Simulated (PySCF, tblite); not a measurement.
# C5H6FNSe: a rotation path, then NMR shifts on frames

How do NMR shifts of C5H6FNSe (`Cc1[se]ncc1CF`) change as the atoms move?

Programs: tblite 0.8.0 and PySCF 2.14.0, with density-fitted response routines of our own. Each step states its level of theory. These are calculated values for one molecule in the gas phase, unless marked as measured. Atoms count from 0, in the outputs and in this text.

### Step 1. Starting geometry

14 atoms, charge 0, multiplicity 1; geometry from: GFN2-xTB.

Bonds of the start (Å): C0–C1 1.49, C1–Se2 1.86, Se2–N3 1.78, N3–C4 1.30, C4–C5 1.42, C5–C6 1.50, C6–F7 1.38, C5–C1 1.37, C0–H8 1.09, C0–H9 1.09, C0–H10 1.09, C4–H11 1.08, C6–H12 1.09, C6–H13 1.10.

### Step 2. The rotation path with GFN2-xTB

Job settings and geometry (Å):

```
{"job": {"kind": "neb", "xc": "GFN2-xTB", "basis": "xTB", "atoms": [4, 5, 6, 7], "turn": 120}, "charge": 0, "multiplicity": 1}
C      1.897340    -0.093139     0.385230
C      0.635822     0.655226     0.133631
Se     0.493254     2.511061     0.145588
N     -1.236740     2.368037    -0.243734
C     -1.582594     1.117976    -0.341117
C     -0.597983     0.119157    -0.150339
C     -0.878133    -1.347832    -0.234251
F     -0.538689    -1.986879     0.940243
H      2.668837     0.561598     0.782509
H      2.264196    -0.537364    -0.541783
H      1.717729    -0.900493     1.093740
H     -2.613750     0.896147    -0.570478
H     -1.943326    -1.535515    -0.398002
H     -0.286640    -1.828452    -1.023403
```

Level: GFN2-xTB climbing-image nudged elastic band, gas phase.

Command:

```console
OMP_NUM_THREADS=1 python probes_run.py task.json out
```

The driver reads the jobs from task.json and runs them one after another.

Output:

```text
image   E - E0 / eV
  0       0.0000
  1       0.0051
  2       0.0172
  3       0.0279
  4       0.0343
  5       0.0362
  6       0.0357
  7       0.0346
  8       0.0322
```

Wall time 2.3 s (1 thread, shared host).

The final band, with the dihedral C4–C5–C6–F7:

```csv
image,dihedral (°),energy (eV),energy (kcal/mol)
0,-122,0.000,0.0
1,-106,0.005,0.1
2,-92,0.017,0.4
3,-77,0.028,0.6
4,-63,0.034,0.8
5,-49,0.036,0.8
6,-35,0.036,0.8
7,-20,0.035,0.8
8,-3,0.032,0.7
```

### Step 3. Nuclear shieldings: image 0, PBE0/pcSseg-1

Job settings and geometry (Å):

```
{"job": {"kind": "nmr", "xc": "PBE0", "basis": "pcSseg-1", "pop": false}, "charge": 0, "multiplicity": 1}
C      1.897300    -0.093100     0.385200
C      0.635800     0.655200     0.133600
Se     0.493300     2.511100     0.145600
N     -1.236700     2.368000    -0.243700
C     -1.582600     1.118000    -0.341100
C     -0.598000     0.119200    -0.150300
C     -0.878100    -1.347800    -0.234300
F     -0.538700    -1.986900     0.940200
H      2.668800     0.561600     0.782500
H      2.264200    -0.537400    -0.541800
H      1.717700    -0.900500     1.093700
H     -2.613800     0.896100    -0.570500
H     -1.943300    -1.535500    -0.398000
H     -0.286600    -1.828500    -1.023400
```

With the program's defaults for keys left out, this is: GIAO PBE0/pcSseg-1 NMR shielding, non-relativistic, gas phase.

Output:

```text
coarse grid: 58488 points
cycle   1  E = -2749.2254206312  dE =  3.027e-01  |g| = 8.781e-01  |ddm| = 3.883e+00
cycle   2  E = -2749.1549857808  dE =  7.043e-02  |g| = 9.615e-01  |ddm| = 1.322e+00
cycle   3  E = -2749.2815373759  dE = -1.266e-01  |g| = 2.701e-01  |ddm| = 9.807e-01
cycle   4  E = -2749.2940705822  dE = -1.253e-02  |g| = 1.316e-01  |ddm| = 3.297e-01
cycle   5  E = -2749.2980293325  dE = -3.959e-03  |g| = 2.489e-02  |ddm| = 1.401e-01
cycle   6  E = -2749.2981635603  dE = -1.342e-04  |g| = 7.817e-03  |ddm| = 3.104e-02
cycle   7  E = -2749.2981786072  dE = -1.505e-05  |g| = 2.966e-03  |ddm| = 1.057e-02
cycle   8  E = -2749.2981800787  dE = -1.472e-06  |g| = 7.928e-04  |ddm| = 3.301e-03
final grid: 123944 points
cycle   9  E = -2749.2981780960  dE =  2.842e-07  |g| = 1.405e-03  |ddm| = 2.903e-03
cycle  10  E = -2749.2981768697  dE =  1.226e-06  |g| = 2.645e-03  |ddm| = 4.074e-03
cycle  11  E = -2749.2981785758  dE = -1.706e-06  |g| = 2.263e-04  |ddm| = 2.677e-03
cycle  12  E = -2749.2981785868  dE = -1.101e-08  |g| = 5.520e-05  |ddm| = 2.222e-04
cycle  13  E = -2749.2981785876  dE = -7.781e-10  |g| = 8.513e-06  |ddm| = 5.899e-05
converged SCF energy = -2749.2981785876

GIAO shielding tensors (ppm)
atom      isotropic    diamagn.    paramagn.     s11        s22        s33       span
  0 C      170.575     245.778     -75.203    152.533    172.619    186.573     34.040
  1 C       -1.936     259.651    -261.588   -102.867    -27.507    124.565    227.432
  2 Se     699.826    2997.815   -2297.989    172.134    828.897   1098.448    926.314
  3 N     -101.774     330.768    -432.542   -348.826   -146.581    190.085    538.911
  4 C       21.346     247.182    -225.836    -58.611     24.840     97.809    156.420
  5 C       49.477     262.347    -212.870    -21.105     37.790    131.745    152.850
  6 C      106.507     237.203    -130.696     73.368     85.867    160.286     86.918
  7 F      417.518     474.076     -56.557    365.614    416.527    470.413    104.799
  8 H       28.848      28.245       0.603     22.632     29.461     34.453     11.821
  9 H       28.959      28.654       0.305     25.073     26.179     35.625     10.552
 10 H       28.313      28.895      -0.582     22.318     28.276     34.344     12.026
 11 H       23.236      29.343      -6.108     19.853     24.424     25.431      5.578
 12 H       25.859      27.919      -2.060     20.958     26.013     30.607      9.649
 13 H       25.838      28.243      -2.405     23.083     25.469     28.963      5.881
```

Run time: 27 s. Hardware: 1 thread, shared host.

Shifts follow as δ = σ(reference) − σ, with reference shieldings (ppm) from runs at the same level and on the same kind of geometry: 1H TMS 31.72, 13C TMS 186.9, 19F CFCl3 170.9, 15N NH3 267.7, 77Se Me2Se 1758. The references are single molecules in the gas phase, so shifts against H2O, NH3, PH3, H3PO4 or CFCl3 are not on the usual liquid scales and can be off by tens of ppm. Each atom is listed at this fixed geometry, with no averaging over motion; a spectrum would average atoms that exchange fast.

```csv
atoms,environment,σ (ppm),δ (ppm)
C1,substituted aromatic carbon,-1.9,188.9
C4,aromatic CH next to a ring nitrogen,21.3,165.6
C5,substituted aromatic carbon,49.5,137.4
C6,"sp3 CH2 bonded to F, on an aromatic ring",106.5,80.4
C0,methyl carbon on an aromatic ring,170.6,16.4
H11,hydrogen on an aromatic CH next to a ring nitrogen,23.24,8.48
H13,"hydrogen on an sp3 CH2 bonded to F, on an aromatic ring",25.84,5.88
H12,"hydrogen on an sp3 CH2 bonded to F, on an aromatic ring",25.86,5.86
H10,hydrogen on a methyl carbon on an aromatic ring,28.31,3.40
H8,hydrogen on a methyl carbon on an aromatic ring,28.85,2.87
H9,hydrogen on a methyl carbon on an aromatic ring,28.96,2.76
Se2,"selenium bonded to C, N, in a 5-membered ring",700,1058
N3,pyridine-type nitrogen of an azole,-101.8,369.5
F7,fluorine on an sp3 carbon,417.5,-246.6
```

Ring of atoms C1, Se2, N3, C4, C5: NICS(0) -11.4, NICS(1) -10.8, NICS(1)zz -24.3 ppm (means of both faces).

### Step 4. Shielding tensors: image 2, PBE0/pcSseg-1

Job settings and geometry (Å):

```
{"job": {"kind": "nmr", "xc": "PBE0", "basis": "pcSseg-1", "pop": false}, "charge": 0, "multiplicity": 1}
C      1.926000    -0.082500     0.296800
C      0.645400     0.653800     0.111200
Se     0.492400     2.506100     0.160100
N     -1.253000     2.356000    -0.150800
C     -1.592700     1.105700    -0.259900
C     -0.592900     0.110700    -0.135900
C     -0.868000    -1.355900    -0.219200
F     -1.117900    -1.877900     1.035900
H      2.706100     0.579300     0.667100
H      2.258400    -0.508800    -0.652500
H      1.792100    -0.898300     1.007300
H     -2.631400     0.881200    -0.445800
H     -1.756600    -1.561900    -0.823300
H     -0.008500    -1.908000    -0.613100
```

Method: GIAO PBE0/pcSseg-1 NMR shielding, non-relativistic, gas phase.

Output:

```text
coarse grid: 58488 points
cycle   1  E = -2749.2230884235  dE =  3.024e-01  |g| = 8.830e-01  |ddm| = 3.876e+00
cycle   2  E = -2749.1451616714  dE =  7.793e-02  |g| = 9.855e-01  |ddm| = 1.395e+00
cycle   3  E = -2749.2803251439  dE = -1.352e-01  |g| = 2.756e-01  |ddm| = 1.047e+00
cycle   4  E = -2749.2937050745  dE = -1.338e-02  |g| = 1.318e-01  |ddm| = 3.397e-01
cycle   5  E = -2749.2976842141  dE = -3.979e-03  |g| = 2.547e-02  |ddm| = 1.407e-01
cycle   6  E = -2749.2978222071  dE = -1.380e-04  |g| = 8.539e-03  |ddm| = 3.237e-02
cycle   7  E = -2749.2978403444  dE = -1.814e-05  |g| = 3.093e-03  |ddm| = 1.128e-02
cycle   8  E = -2749.2978420007  dE = -1.656e-06  |g| = 8.022e-04  |ddm| = 3.303e-03
final grid: 123944 points
cycle   9  E = -2749.2978718240  dE =  2.448e-07  |g| = 1.353e-03  |ddm| = 2.768e-03
cycle  10  E = -2749.2978707527  dE =  1.071e-06  |g| = 2.504e-03  |ddm| = 3.728e-03
cycle  11  E = -2749.2978722587  dE = -1.506e-06  |g| = 2.552e-04  |ddm| = 2.457e-03
cycle  12  E = -2749.2978722729  dE = -1.421e-08  |g| = 5.423e-05  |ddm| = 2.404e-04
cycle  13  E = -2749.2978722737  dE = -7.594e-10  |g| = 8.738e-06  |ddm| = 5.835e-05
converged SCF energy = -2749.2978722737

GIAO shielding tensors (ppm)
atom      isotropic    diamagn.    paramagn.     s11        s22        s33       span
  0 C      171.043     245.905     -74.862    153.264    173.264    186.602     33.337
  1 C       -1.444     260.197    -261.641   -104.081    -24.278    124.028    228.110
  2 Se     718.157    2997.728   -2279.572    195.038    841.528   1117.904    922.866
  3 N     -102.041     330.465    -432.506   -351.806   -147.139    192.823    544.629
  4 C       19.010     247.342    -228.332    -61.860     19.669     99.220    161.080
  5 C       49.552     261.667    -212.115    -22.592     36.845    134.403    156.995
  6 C      109.524     236.978    -127.453     77.253     87.116    164.203     86.950
  7 F      398.817     473.226     -74.409    349.196    383.376    463.878    114.682
  8 H       28.763      28.193       0.570     22.584     29.385     34.320     11.736
  9 H       28.901      28.602       0.299     24.760     26.243     35.700     10.940
 10 H       28.521      29.048      -0.527     23.103     27.757     34.703     11.600
 11 H       22.996      29.253      -6.257     19.541     24.249     25.198      5.656
 12 H       25.973      27.794      -1.821     22.130     25.784     30.005      7.875
 13 H       26.027      28.978      -2.950     22.738     26.815     28.530      5.792
```

Wall time 27 s (1 thread, shared host).

In short: δ C1 188.4, C4 167.9, C5 137.4, C6 77.4, H11 8.72, H12 5.74 ppm.

### Step 5. NMR shieldings: image 5, PBE0/pcSseg-1

Job settings and geometry (Å):

```
{"job": {"kind": "nmr", "xc": "PBE0", "basis": "pcSseg-1", "pop": false}, "charge": 0, "multiplicity": 1}
C      1.967800    -0.060700     0.177000
C      0.662800     0.652200     0.089000
Se     0.492400     2.506100     0.143100
N     -1.268500     2.335000    -0.042400
C     -1.600500     1.082000    -0.132100
C     -0.582500     0.097400    -0.071500
C     -0.864500    -1.367700    -0.165400
F     -1.874900    -1.728900     0.696300
H      2.758600     0.614500     0.497000
H      2.239700    -0.473800    -0.796300
H      1.906600    -0.884600     0.889100
H     -2.645800     0.839900    -0.241600
H     -1.203000    -1.646800    -1.171200
H      0.011100    -1.965000     0.106800
```

Level: GIAO PBE0/pcSseg-1 NMR shielding, non-relativistic, gas phase.

Output:

```text
coarse grid: 58488 points
cycle   1  E = -2749.2240842788  dE =  3.070e-01  |g| = 8.770e-01  |ddm| = 3.875e+00
cycle   2  E = -2749.1483467882  dE =  7.574e-02  |g| = 9.711e-01  |ddm| = 1.389e+00
cycle   3  E = -2749.2784954337  dE = -1.301e-01  |g| = 2.835e-01  |ddm| = 1.058e+00
cycle   4  E = -2749.2931250796  dE = -1.463e-02  |g| = 1.294e-01  |ddm| = 3.486e-01
cycle   5  E = -2749.2969501193  dE = -3.825e-03  |g| = 2.530e-02  |ddm| = 1.386e-01
cycle   6  E = -2749.2970861859  dE = -1.361e-04  |g| = 8.593e-03  |ddm| = 3.223e-02
cycle   7  E = -2749.2971045339  dE = -1.835e-05  |g| = 3.127e-03  |ddm| = 1.123e-02
cycle   8  E = -2749.2971062457  dE = -1.712e-06  |g| = 8.390e-04  |ddm| = 3.310e-03
final grid: 123944 points
cycle   9  E = -2749.2971350738  dE =  2.686e-07  |g| = 1.401e-03  |ddm| = 2.930e-03
cycle  10  E = -2749.2971339162  dE =  1.158e-06  |g| = 2.600e-03  |ddm| = 3.859e-03
cycle  11  E = -2749.2971355404  dE = -1.624e-06  |g| = 2.627e-04  |ddm| = 2.544e-03
cycle  12  E = -2749.2971355554  dE = -1.505e-08  |g| = 5.432e-05  |ddm| = 2.446e-04
cycle  13  E = -2749.2971355562  dE = -7.458e-10  |g| = 8.869e-06  |ddm| = 5.907e-05
converged SCF energy = -2749.2971355562

GIAO shielding tensors (ppm)
atom      isotropic    diamagn.    paramagn.     s11        s22        s33       span
  0 C      171.021     245.775     -74.754    153.751    173.519    185.794     32.042
  1 C        6.719     260.037    -253.318    -90.452    -14.373    124.983    215.435
  2 Se     735.204    2997.797   -2262.594    207.201    837.713   1160.697    953.496
  3 N     -102.530     330.316    -432.846   -354.857   -149.514    196.782    551.638
  4 C       20.695     246.406    -225.710    -60.775     14.638    108.223    168.999
  5 C       49.039     262.274    -213.235    -21.596     39.095    129.617    151.214
  6 C      106.859     238.264    -131.405     74.381     84.916    161.278     86.897
  7 F      411.166     470.550     -59.384    375.814    392.307    465.378     89.564
  8 H       28.801      28.227       0.575     22.545     29.386     34.473     11.928
  9 H       29.187      28.634       0.553     24.839     26.436     36.285     11.446
 10 H       28.830      29.216      -0.386     23.840     27.686     34.964     11.124
 11 H       22.877      28.969      -6.091     19.046     23.867     25.719      6.673
 12 H       25.901      27.624      -1.724     22.249     26.178     29.275      7.027
 13 H       25.945      29.346      -3.401     20.675     26.558     30.602      9.927
```

Wall time 29 s (1 thread, shared host).

Key values: δ C1 180.2, C4 166.2, C5 137.9, C6 80.1, H11 8.84, H12 5.82 ppm.

### Step 6. NMR shieldings: image 6, PBE0/pcSseg-1

Job settings and geometry (Å):

```
{"job": {"kind": "nmr", "xc": "PBE0", "basis": "pcSseg-1", "pop": false}, "charge": 0, "multiplicity": 1}
C      1.969300    -0.059500     0.135500
C      0.663800     0.655000     0.080700
Se     0.491500     2.509300     0.137000
N     -1.272400     2.334300    -0.008200
C     -1.604900     1.080400    -0.088600
C     -0.584100     0.098400    -0.047800
C     -0.856700    -1.369000    -0.140500
F     -2.034600    -1.693100     0.486600
H      2.769200     0.613300     0.437400
H      2.215500    -0.472000    -0.844900
H      1.923900    -0.886400     0.845700
H     -2.651500     0.835400    -0.174200
H     -0.961900    -1.691900    -1.184700
H     -0.067800    -1.954600     0.343900
```

With the program's defaults for keys left out, this is: GIAO PBE0/pcSseg-1 NMR shielding, non-relativistic, gas phase.

Output:

```text
coarse grid: 58488 points
cycle   1  E = -2749.2246056121  dE =  3.101e-01  |g| = 8.746e-01  |ddm| = 3.876e+00
cycle   2  E = -2749.1498228865  dE =  7.478e-02  |g| = 9.645e-01  |ddm| = 1.391e+00
cycle   3  E = -2749.2776560423  dE = -1.278e-01  |g| = 2.879e-01  |ddm| = 1.064e+00
cycle   4  E = -2749.2929003903  dE = -1.524e-02  |g| = 1.299e-01  |ddm| = 3.533e-01
cycle   5  E = -2749.2967437290  dE = -3.843e-03  |g| = 2.525e-02  |ddm| = 1.391e-01
cycle   6  E = -2749.2968802883  dE = -1.366e-04  |g| = 8.589e-03  |ddm| = 3.233e-02
cycle   7  E = -2749.2968986399  dE = -1.835e-05  |g| = 3.132e-03  |ddm| = 1.124e-02
cycle   8  E = -2749.2969003426  dE = -1.703e-06  |g| = 8.524e-04  |ddm| = 3.327e-03
final grid: 123944 points
cycle   9  E = -2749.2969304551  dE =  2.876e-07  |g| = 1.431e-03  |ddm| = 2.815e-03
cycle  10  E = -2749.2969292239  dE =  1.231e-06  |g| = 2.673e-03  |ddm| = 3.966e-03
cycle  11  E = -2749.2969309435  dE = -1.720e-06  |g| = 2.627e-04  |ddm| = 2.621e-03
cycle  12  E = -2749.2969309585  dE = -1.504e-08  |g| = 5.471e-05  |ddm| = 2.451e-04
cycle  13  E = -2749.2969309593  dE = -7.713e-10  |g| = 8.653e-06  |ddm| = 5.969e-05
converged SCF energy = -2749.2969309593

GIAO shielding tensors (ppm)
atom      isotropic    diamagn.    paramagn.     s11        s22        s33       span
  0 C      170.899     245.780     -74.881    153.496    173.608    185.594     32.097
  1 C        9.203     260.328    -251.124    -86.225    -12.406    126.241    212.466
  2 Se     723.934    2997.796   -2273.862    190.717    822.311   1158.774    968.057
  3 N     -102.771     330.344    -433.115   -354.000   -150.421    196.109    550.109
  4 C       22.076     245.877    -223.801    -58.851     15.285    109.793    168.644
  5 C       48.587     262.570    -213.983    -21.548     40.686    126.622    148.170
  6 C      104.905     238.754    -133.849     72.478     83.541    158.697     86.219
  7 F      422.007     469.912     -47.905    391.523    406.951    467.547     76.024
  8 H       28.801      28.257       0.544     22.514     29.362     34.528     12.015
  9 H       29.257      28.663       0.595     24.952     26.443     36.377     11.425
 10 H       28.995      29.243      -0.249     24.121     27.759     35.103     10.982
 11 H       22.929      29.042      -6.113     18.909     23.806     26.071      7.162
 12 H       25.867      27.708      -1.840     21.673     26.846     29.084      7.411
 13 H       25.890      29.157      -3.267     20.354     26.687     30.629     10.275
```

Run time: 28 s. Hardware: 1 thread, shared host.

Key values: δ C1 177.7, C4 164.8, C5 138.3, C6 82.0, H11 8.79, H12 5.85 ppm.

### Step 7. Nuclear shieldings: image 8, PBE0/pcSseg-1

Job settings and geometry (Å):

```
{"job": {"kind": "nmr", "xc": "PBE0", "basis": "pcSseg-1", "pop": false}, "charge": 0, "multiplicity": 1}
C      1.960700    -0.065400     0.053000
C      0.661700     0.663600     0.059600
Se     0.486000     2.515900     0.172100
N     -1.280800     2.336500     0.108800
C     -1.615400     1.082900     0.018300
C     -0.591100     0.106600    -0.013200
C     -0.835900    -1.366700    -0.116500
F     -2.173900    -1.656700    -0.105900
H      2.795200     0.625700     0.138800
H      2.073300    -0.635800    -0.869900
H      2.003600    -0.769500     0.884900
H     -2.664000     0.835600    -0.027900
H     -0.432300    -1.770300    -1.054600
H     -0.387700    -1.902900     0.730300
```

Level: GIAO PBE0/pcSseg-1 NMR shielding, non-relativistic, gas phase.

Output:

```text
coarse grid: 58488 points
cycle   1  E = -2749.2244431703  dE =  3.135e-01  |g| = 8.729e-01  |ddm| = 3.877e+00
cycle   2  E = -2749.1490333006  dE =  7.541e-02  |g| = 9.613e-01  |ddm| = 1.411e+00
cycle   3  E = -2749.2757084777  dE = -1.267e-01  |g| = 2.968e-01  |ddm| = 1.090e+00
cycle   4  E = -2749.2922126976  dE = -1.650e-02  |g| = 1.317e-01  |ddm| = 3.638e-01
cycle   5  E = -2749.2961484685  dE = -3.936e-03  |g| = 2.540e-02  |ddm| = 1.412e-01
cycle   6  E = -2749.2962891865  dE = -1.407e-04  |g| = 8.781e-03  |ddm| = 3.298e-02
cycle   7  E = -2749.2963084122  dE = -1.923e-05  |g| = 3.152e-03  |ddm| = 1.137e-02
cycle   8  E = -2749.2963100962  dE = -1.684e-06  |g| = 8.720e-04  |ddm| = 3.337e-03
final grid: 123944 points
cycle   9  E = -2749.2963806144  dE =  3.094e-07  |g| = 1.488e-03  |ddm| = 3.005e-03
cycle  10  E = -2749.2963792640  dE =  1.350e-06  |g| = 2.794e-03  |ddm| = 4.155e-03
cycle  11  E = -2749.2963811419  dE = -1.878e-06  |g| = 2.741e-04  |ddm| = 2.740e-03
cycle  12  E = -2749.2963811583  dE = -1.641e-08  |g| = 5.851e-05  |ddm| = 2.601e-04
cycle  13  E = -2749.2963811592  dE = -8.858e-10  |g| = 8.746e-06  |ddm| = 6.353e-05
converged SCF energy = -2749.2963811592

GIAO shielding tensors (ppm)
atom      isotropic    diamagn.    paramagn.     s11        s22        s33       span
  0 C      171.214     245.804     -74.589    153.380    174.142    186.121     32.741
  1 C       11.785     261.035    -249.250    -81.829    -10.568    127.751    209.580
  2 Se     699.703    2997.745   -2298.042    163.986    791.100   1144.022    980.036
  3 N     -102.978     330.431    -433.408   -351.985   -150.222    193.273    545.258
  4 C       24.111     245.045    -220.934    -55.858     17.972    110.221    166.079
  5 C       47.907     263.071    -215.164    -22.739     44.005    122.456    145.195
  6 C      102.017     239.106    -137.089     69.234     81.719    155.098     85.863
  7 F      438.113     469.004     -30.891    420.789    422.786    470.763     49.973
  8 H       28.822      28.309       0.514     22.514     29.415     34.538     12.024
  9 H       29.284      28.983       0.301     24.771     27.135     35.945     11.174
 10 H       29.261      29.037       0.224     24.730     27.238     35.815     11.085
 11 H       23.027      29.251      -6.224     18.769     23.797     26.515      7.746
 12 H       25.786      28.252      -2.466     20.532     27.809     29.018      8.486
 13 H       25.791      28.402      -2.611     20.406     27.629     29.338      8.932
```

Wall time 28 s (1 thread, shared host).

Key values: δ C1 175.1, C4 162.8, C5 139.0, C6 84.9, H11 8.69, H12 5.93 ppm.

### Step 8. Side by side: NMR shifts

Shifts (ppm) of some atoms, chosen among heavy atoms and hydrogens apart, with basis size and wall time:

```csv
frame,C1,C4,C6,H10,H9,Se2,F7,functions,time
image 0,188.9,165.6,80.4,3.40,2.76,1058,-246.6,190,27 s
image 2,188.4,167.9,77.4,3.20,2.82,1040,-227.9,190,27 s
image 5,180.2,166.2,80.1,2.89,2.53,1023,-240.2,190,29 s
image 6,177.7,164.8,82.0,2.72,2.46,1034,-251.1,190,28 s
image 8,175.1,162.8,84.9,2.46,2.43,1059,-267.2,190,28 s
```

### Step 9. Outcome

```
                                          quantity                                   value
                                           barrier      0.036 eV (0.8 kcal/mol) at image 5
                             end to end (GFN2-xTB)                                0.032 eV
   13C shifts against TMS (PBE0/pcSseg-1, image 0)     188.9, 165.6, 137.4, 80.4, 16.4 ppm
    1H shifts against TMS (PBE0/pcSseg-1, image 0)  8.48, 5.88, 5.86, 3.40, 2.87, 2.76 ppm
77Se shifts against Me2Se (PBE0/pcSseg-1, image 0)                                1058 ppm
   15N shifts against NH3 (PBE0/pcSseg-1, image 0)                               369.5 ppm
 19F shifts against CFCl3 (PBE0/pcSseg-1, image 0)                              -246.6 ppm
                          range of the shift of F7                    -267.2 to -227.9 ppm
```

What this shows: Along the band the dihedral turns by 119°, and the top (dihedral -49°) lies 0.8 kcal/mol above the start (GFN2-xTB, rough), so at room temperature this motion is fast. Ends this close can change order at a higher level. The top was not checked by a frequency run. Shifts at one fixed geometry are not the observed spectrum, which averages over the motion. In the first frame run (image 0): Shielding is most anisotropic at Se2 (span 926 ppm, paramagnetic term -2298 ppm). NICS(1)zz of -24 ppm above the planar ring from C1 marks a diatropic (aromatic) ring current. In ppm, F7 moves most: its shift spreads over 39.3 ppm, from -267.2 (image 8) to -227.9 (image 2). Spin-orbit coupling is left out, which matters for shieldings and couplings at and beside the heavy atoms.
